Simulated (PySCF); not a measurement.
# CuBr2−: geometry, core binding energies

Wanted: the core binding energies of CuBr2− (`[Br][Cu-][Br]`), by calculation.

Programs: PySCF 2.14.0, with density-fitted response routines of our own. Each step states its level of theory. These are calculated values for one molecule in the gas phase, unless marked as measured. Atoms count from 0, in the outputs and in this text.

## 1. The molecule as given

3 atoms, charge -1, multiplicity 1; geometry from: GFN2-xTB.

Bonds of the start (Å): Br0–Cu1 2.28, Cu1–Br2 2.28.

## 2. Relaxing the molecule at PBE0-D3(BJ)/def2-TZVP

What the job is given:

```
{"job": {"xc": "PBE0", "basis": "def2-TZVP", "d3": "d3bj", "grid": 2, "kind": "geom"}, "charge": -1, "multiplicity": 1}
Br     0.000000     0.000000    -2.275460
Cu     0.000000     0.000000     0.000100
Br     0.000000     0.000000     2.275360
```

**Question.** This job is followed by: delta-SCF UKS SCAN, pcX-2 on the ionised atom (unc-x2c-TZVPall on a metal), pcseg-1 elsewhere, spin-free X2C. What will the session give for the following? point group; rotational constants (main isotopes); Cu2p binding energies, SCAN/pcX-2.

The runs gave:

| quantity | value |
| --- | --- |
| point group | D∞h |
| rotational constants (main isotopes) | 0.62, 0.62 GHz |
| Cu2p binding energies, SCAN/pcX-2 | Cu1 939.96 eV |

**Reading.** With PBE0/def2-TZVP, its start was all but relaxed already: 1 step gained 0.0 meV. Metal 2p levels are good to about 1 eV only.
